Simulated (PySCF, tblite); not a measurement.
# C4H8BNSi: geometry, infrared bands and NMR shifts

Wanted: the infrared bands and NMR shifts of C4H8BNSi (`C=CB(C)[SiH2]C#N`), by calculation.

The runs use tblite 0.8.0 and PySCF 2.14.0, with density-fitted response routines of our own; the level of theory stands in each step. All values are computed, except where a source is named. Atoms are numbered from 0 throughout.

### Step 1. The molecule as given

15 atoms, charge 0, multiplicity 1; geometry from: force field or distance geometry start.

Bonds of the start (Å): C0–C1 1.32, C1–B2 1.56, B2–C3 1.59, B2–Si4 1.93, Si4–C5 1.82, C5–N6 1.15, C0–H7 1.10, C0–H8 1.10, C1–H9 1.11, C3–H10 1.12, C3–H11 1.09, C3–H12 1.11, Si4–H13 1.44, Si4–H14 1.47.

### Step 2. Optimising the geometry with GFN2-xTB

Job settings and geometry (Å):

```
{"job": {"kind": "relax", "xc": "GFN2-xTB", "basis": "xTB"}, "charge": 0, "multiplicity": 1}
C     -0.573700     2.138900    -0.016600
C     -0.557800     1.091600     0.782500
B     -0.325300    -0.376200     0.299100
C     -1.583100    -1.253700    -0.105700
Si     1.423800    -1.089000    -0.082400
C      2.590700     0.255200    -0.457800
N      3.321700     1.118700    -0.681600
H     -0.445000     2.049700    -1.103600
H     -0.734500     3.160000     0.371800
H     -0.691600     1.231000     1.871300
H     -1.831100    -1.970300     0.716100
H     -2.424100    -0.627400    -0.407700
H     -1.285400    -1.861800    -0.988700
H      1.814200    -1.905300     1.042400
H      1.296600    -1.953500    -1.260800
```

Run with:

```bash
$ OMP_NUM_THREADS=1 python probes_run.py task.json out
```

The driver reads the jobs from task.json and runs them one after another.

**Question.** This job is followed by: GFN2-xTB harmonic vibrations, gas phase; GIAO PBE0/pcSseg-1 NMR shielding, non-relativistic, gas phase. Predict these results of the whole session: strongest single infrared mode (GFN2-xTB); zero-point energy (GFN2-xTB); 13C shifts against TMS (PBE0/pcSseg-1); 1H shifts against TMS (PBE0/pcSseg-1, means over atoms taken as alike); 11B shifts against BF3·OEt2 (PBE0/pcSseg-1); 29Si shifts against TMS (PBE0/pcSseg-1); 15N shifts against NH3 (PBE0/pcSseg-1).

**Answer**, as computed:

| quantity | value |
| --- | --- |
| strongest single infrared mode (GFN2-xTB) | 2154 cm⁻¹, 439 km/mol |
| zero-point energy (GFN2-xTB) | 66.4 kcal/mol |
| 13C shifts against TMS (PBE0/pcSseg-1) | 162.6, 156.6, 126.2, 21.5 ppm |
| 1H shifts against TMS (PBE0/pcSseg-1, means over atoms taken as alike) | 8.03, 7.61, 7.31, 4.36, 1.40 ppm |
| 11B shifts against BF3·OEt2 (PBE0/pcSseg-1) | 86.1 ppm |
| 29Si shifts against TMS (PBE0/pcSseg-1) | -107.4 ppm |
| 15N shifts against NH3 (PBE0/pcSseg-1) | 366.4 ppm |

Relaxing lowered the energy by 0.416 eV in 111 steps; the close pair that moved most is Si4–C5, from 1.819 to 1.875 Å. The lowest mode is slightly imaginary (20i cm⁻¹), a soft motion within the noise of the Hessian, so the minimum is not strictly shown. The strongest single mode, at 2154 cm⁻¹, moves mainly H13. GFN2-xTB is a fitted tight-binding method: band positions and strengths are rough. Its intensities can rank the bands wrongly. The most deshielded carbon is C0 (terminal =CH2 carbon), at 162.6 ppm: the olefinic region. At PBE0/pcSseg-1: Shielding is most anisotropic at N6 (span 590 ppm, paramagnetic term -436 ppm).
